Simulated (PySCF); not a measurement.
# AsGeH5: the cost of one run

The runs use PySCF 2.14.0, with density-fitted response routines of our own; the level of theory stands in each step. All values are computed, except where a source is named. Atoms are numbered from 0 throughout.

**1. Starting geometry**

7 atoms, charge 0, multiplicity 1; geometry from: GFN2-xTB. The atoms were then displaced at random by about 0.01 Å, so the start is not that level's minimum.

Bonds of the start (Å): Ge0–As1 2.35, Ge0–H2 1.52, Ge0–H3 1.53, Ge0–H4 1.50, As1–H5 1.49, As1–H6 1.51.

**2. Geometry optimisation at PBE0-D3(BJ)/def2-SVP**

The job: settings as JSON, then the geometry in Å.

```
{"job": {"xc": "PBE0", "basis": "def2-SVP", "d3": "d3bj", "grid": 1, "shake": 0.01, "kind": "geom"}, "charge": 0, "multiplicity": 1}
Ge    -0.778710     0.096260    -0.082070
As     1.482050    -0.069020    -0.695470
H     -1.710890    -0.839610    -0.840560
H     -1.354920     1.475040    -0.403270
H     -1.148250    -0.110520     1.352320
H      1.629680    -1.316010     0.113200
H      1.914990     0.734750     0.505920
```

The run is started by

```console
$ OMP_NUM_THREADS=1 python probes_run.py task.json out
```

One launch serves the whole session: the jobs run in the order shown.

Q: Estimate the wall time and peak memory of this first job on 1 thread of Intel Xeon 6975P-C, shared host.

About 8.3 s, with a peak of 0.37 GiB.
